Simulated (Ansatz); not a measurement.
# WF (quartet): the correlation ladder, def2-TZVPP

One table from this session's results is given with a row withheld; the runs are named, their logs left out.

Method: def2-TZVPP, core rule «outside noble gas», up to 5 orbitals frozen; program: Ansatz 0.2.0, Gaussian basis.

The runs, in order: UHF; CCSD(T) on ROHF; CCSD(T) on UHF; CCSDT(Q) on ROHF; CCSDT(Q) on UHF.

8 further runs of the same task are left out: 6 for a known fault of the program, 2 set aside as unsound or not needed.

## The geometry

The geometry is a PBE0/def2-TZVP stationary point (not a proven minimum). No spin-orbit coupling is included. Elements past krypton take def2 core potentials.

2 atoms, charge 0, spin multiplicity 4.

Atoms are counted from 1 here; the program's logs count them from 0.

Bond lengths: W1–F2 1.838 Å.

The first run:

Contents of in.yaml:

```yaml
crystal:
  periodic: [false, false, false]
  atoms:
    - {symbol: W, position_ang: [0.000000, 0.000000, 0.000000]}
    - {symbol: F, position_ang: [0.000000, 0.000000, 1.838237]}
basis:
  gaussian: {orbitals: def2-TZVPP}
magnetization: {spin_polarized: true, initial_magnetization: 3}
hamiltonian: {xc: hf}
output: {orbitals: {seedname: orbitals}}
```

The run is started by

```sh
$ ansatz run in.yaml --threads 1 --pin off --events-out ev --progress --plain --max-ram 4096MiB --backend cpu
```

Steps of the session up to this table: UHF; CCSD(T) on ROHF; CCSD(T) on UHF; CCSDT(Q) on ROHF; CCSDT(Q) on UHF.

One of the session's tables, all rows but one given; the rest of the session is left out.

| method | from RCCSDT(Q) (kJ/mol) |
| --- | --- |
| ROHF | +1076.6 |
| UHF | +1026.1 |
| RMP2 | ? |
| UMP2 | +81.8 |
| RCCSD | +51.7 |
| UCCSD | +42.6 |
| RCCSD(T) | +6.2 |
| UCCSD(T) | -0.2 |
| RCCSDT | +1.9 |
| UCCSDT | -4.9 |
| RCCSDT(Q) | 0 |
| UCCSDT(Q) | -8.1 |

Estimate the missing values for RMP2.

The run gave: from RCCSDT(Q) (kJ/mol): +77.4. In the column «from RCCSDT(Q) (kJ/mol)» it lies between RCCSD (+51.7) and UMP2 (+81.8).

With the free atoms at the same levels and basis (separate runs), the atomisation energy is 5.061 eV at RCCSDT(Q), 5.049 eV at RCCSD(T), 4.996 eV at UCCSD(T), 3.080 eV at ROHF.

Limits of these values: The determinant is far from a pure spin state, so its energy mixes those of several spin states (harmless only where they are near-degenerate, as at dissociation). Warnings: spin contamination; coupled cluster took another determinant than the lowest. Restricted and unrestricted rows rest on different reference determinants; where their highest levels disagree by more than a few hundredths of an eV, they describe different states and don't form one ladder.
